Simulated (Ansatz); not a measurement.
# HfMoC2: the cost of one run

Computed with the Python package of Ansatz 0.2.0. Level of theory: DFT PBE, plane waves, PAW.

**1. Starting point**

Symmetry: P4/mmm, No. 123, tetragonal system. Conventional cell: a = 3.191 Å, b = 3.191 Å, c = 4.485 Å, α = 90.00°, β = 90.00°, γ = 90.00°. Hf (site symmetry 4/mmm) has 6 C at 2.24 to 2.26 Å in its first shell of neighbours. Mo (site symmetry 4/mmm) is surrounded by 6 C at 2.24 to 2.26 Å. C (site symmetry 4/mmm) has 2 Hf at 2.24 Å and 4 Mo at 2.26 Å in its first shell of neighbours. C (site symmetry 4/mmm) is surrounded by 2 Mo at 2.24 Å and 4 Hf at 2.26 Å.

No structure file is read: the coordinates are typed or built in the script.

**2. Script**

hfmoc2.py reads:

```python
"""Energy against volume for HfMoC2, with a fit."""

import ansatz as az
from ase.eos import EquationOfState
from ase.units import GPa
import numpy as np

vectors0 = np.array([
    [3.191423, 0.0, 0.0],
    [0.0, 3.191423, 0.0],
    [0.0, 0.0, 4.485164],
])
sites = [
    ("Hf", (0.0, 0.0, 0.0)),
    ("Mo", (0.5, 0.5, 0.5)),
    ("C", (0.0, 0.0, 0.5)),
    ("C", (0.5, 0.5, 0.0)),
]


def crystal_on(cell):
    crystal = az.Crystal(lattice=az.Lattice.of(cell))
    for symbol, position in sites:
        crystal = crystal.atom(symbol, position)
    return crystal

# scale the volume, keep shape and fractions
volumes, energies, pressures = [], [], []
for scale in np.linspace(0.88, 1.12, 7):
    cell = vectors0 * scale ** (1 / 3)
    job = crystal_on(cell).calculation()
    job = job.scf(tolerance=1e-10).pseudopotentials("paw")
    job = job.occupations(az.OccupationsMethod.FERMI_DIRAC)
    job = job.basis(500)
    job = job.kpoints(7, 7, 5)
    job = job.stress()
    rep = job.run(threads=1, pin="off").report
    volumes.append(abs(np.linalg.det(cell)) / len(sites))
    energies.append(rep["free_energy_ev"] / len(sites))
    pressures.append(np.trace(rep["stress_gpa"]) / 3)
    print(f"V = {volumes[-1]:8.4f} A^3/atom  F = {energies[-1]:.5f} eV/atom  P = {pressures[-1]:8.3f} GPa")

eos = EquationOfState(volumes, energies, eos="murnaghan")
v0, e0, bulk = eos.fit()
print(f"V0 = {v0:.4f} A^3/atom, E0 = {e0:.5f} eV/atom, B = {bulk / GPa:.1f} GPa")
eos.plot("eos.png")
```

**3. The calls as engine input**

The package turns the script's settings into the engine's input (first run):

```yaml
crystal:
  lattice:
    - [3.0582895068973763, 0.0, 0.0]
    - [0.0, 3.0582895068973763, 0.0]
    - [0.0, 0.0, 4.29806077035663]
  atoms:
    - { symbol: Hf, position: [0.0, 0.0, 0.0] }
    - { symbol: Mo, position: [0.5, 0.5, 0.5] }
    - { symbol: C, position: [0.0, 0.0, 0.5] }
    - { symbol: C, position: [0.5, 0.5, 0.0] }
basis:
  ecutwfc: 500.0
kpoints:
  mp_grid:
    grid: [7, 7, 5]
hamiltonian:
  pseudopotentials:
    kind: paw
scf:
  convergence:
    dr2_threshold: 1.0e-10
  occupations:
    method: fermi_dirac
output:
  stress: true
```

**4. Running it**

On the command line:

```
$ python hfmoc2.py
```

Q: Estimate wall time and peak memory on 1 thread of Arm Neoverse V2, shared host.

About 22 s, with a peak of 0.45 GiB.
